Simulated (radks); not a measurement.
# Cr²⁺ in [Ne] 3s2 3p5.75 3d4 4p0.25: an all-electron calculation

One table from this session's results is given with a row withheld; the runs are named, their logs left out.

The numbers are computed with radks (a radial shooting solver on a logarithmic mesh, Libxc functionals) version 1 (scalar-relativistic Kohn-Sham, PBE, spin-polarised, spherical densities, finite nucleus; open shells are filled with parallel spins first), except any that are marked as measured or tabulated.

### Starting point

| Property | Result |
| --- | --- |
| element | chromium (Z = 24) |
| charge | +2 |
| electrons | 22 |
| configuration | [Ne] 3s2 3p5.75 3d4 4p0.25 |
| nuclear rms radius | 3.6452 fm |

The first run:

The run's settings:

```text
Z 24
configuration [Ne] 3s2 3p5.75 3d4 4p0.25
relativity scalar-relativistic
functional pbe,pbe
spin polarised
nucleus finite rms 3.6452 fm
c 137.035999084
```

Steps of the session up to this table: Self-consistent calculation.

One of the session's tables, all rows but one given; the rest of the session is left out.

It belongs to the step «Radial structure». Radial moments (bohr):

| level | <r> | outermost maximum (interpolated) | 90 % within | nodes |
| --- | --- | --- | --- | --- |
| 1s up | 0.06355 | 0.0416 | 0.113 | 0 |
| 1s down | 0.06355 | 0.0416 | 0.113 | 0 |
| 2s up | 0.2933 | 0.244 | 0.455 | 1 |
| 2s down | 0.2928 | 0.243 | 0.454 | 1 |
| 2p up | 0.2601 | 0.198 | 0.427 | 0 |
| 2p down | ? | ? | ? | ? |
| 3s up | 0.8944 | 0.775 | 1.34 | 2 |
| 3s down | 0.8972 | 0.776 | 1.34 | 2 |
| 3p up | 0.9499 | 0.795 | 1.46 | 1 |
| 3p down | 0.9556 | 0.796 | 1.47 | 1 |
| 3d up | 1.179 | 0.810 | 2.00 | 0 |
| 3d down | 1.226 | 0.819 | 2.11 | 0 |
| 4p up | 3.112 | 2.71 | 4.60 | 2 |

Q: Estimate the row for 2p down from the others.

The run gave: <r>: 0.2595; outermost maximum (interpolated): 0.198; 90 % within: 0.426; nodes: 0. In the column «<r>» it lies between 1s down (0.06355) and 2p up (0.2601).
